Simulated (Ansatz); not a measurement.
What does this script print? It uses the Python package of Ansatz (0.2.0).

The script, `tae.py`:
```python
"""Atomisation energy of BrH7Si3 at the given geometry."""

from collections import Counter
from dataclasses import dataclass

import ansatz as az


@dataclass
class RunConfig:
    basis_set: str = "def2-TZVP"
    functional: str = "r2scan"


settings = RunConfig()


def total_energy(molecule, charge=0, unpaired=0):
    calc = (
        molecule.calculation()
        .basis(gaussian=settings.basis_set)
        .functional(settings.functional)
    )
    if charge:
        calc = calc.charge(charge)
    if unpaired:
        calc = calc.spin("collinear", total=unpaired)
    report = calc.run(threads=1).report
    if report["published_state_doubts"]:
        print("  doubts:", report["published_state_doubts"])
    return report["free_energy_ev"]

geometry_ang = [
    ("Si", (0.0324, 1.8513, -0.0374)),
    ("Si", (-0.8775, -0.1624, 0.5049)),
    ("Si", (0.6288, -1.6305, -0.3643)),
    ("Br", (0.119, -3.7093, 0.0612)),
    ("H", (1.3317, 2.0656, 0.5395)),
    ("H", (-0.9024, 3.0019, 0.4373)),
    ("H", (0.1421, 2.0195, -1.521)),
    ("H", (-2.1832, -0.3394, -0.1106)),
    ("H", (-0.9988, -0.2838, 2.0282)),
    ("H", (0.7851, -1.4623, -1.7993)),
    ("H", (1.9882, -1.4078, 0.2822)),
]
mol = az.Crystal.molecule()
for symbol, xyz in geometry_ang:
    mol = mol.atom(symbol, xyz)

# unpaired electrons of the ground-state atoms
unpaired = {"Si": 2, "Br": 1, "H": 1}
counts = Counter(site.symbol for site in mol.cartesian_sites)
atom_energy = {s: total_energy(az.Crystal.molecule().atom(s, (0, 0, 0)), 0, unpaired[s]) for s in counts}
whole = total_energy(mol, 0, 0)
for s, e in atom_energy.items():
    print(f"{s:2s} x{counts[s]}  {e:14.5f} eV")
print(f"BrH7Si3: {whole:.5f} eV")
split = sum(counts[s] * e for s, e in atom_energy.items()) - whole
print(f"atomisation energy (no zero-point term): {split:.3f} eV, {split / sum(counts.values()):.3f} eV an atom")
```

```console
$ python tae.py
Si x3     -7873.37530 eV
Br x1    -70044.62756 eV
H  x7       -13.60370 eV
BrH7Si3: -93792.19450 eV
atomisation energy (no zero-point term): 32.215 eV, 2.929 eV an atom
```

32.215 eV from the electronic energies, without the zero-point term.

Notes:
- Total energies depend on the basis set; only differences at equal settings carry meaning.
- The geometry is a force-field or estimated start, not a minimum of this method, and the basis set is short of its limit. All parts are taken at fixed geometry, without zero-point energy.
- The spin-orbit lowering of heavy atoms is left out.
- Hardware and time: 27 s on 1 thread of Arm Neoverse V1 (shared host), peak memory 0.35 GiB.
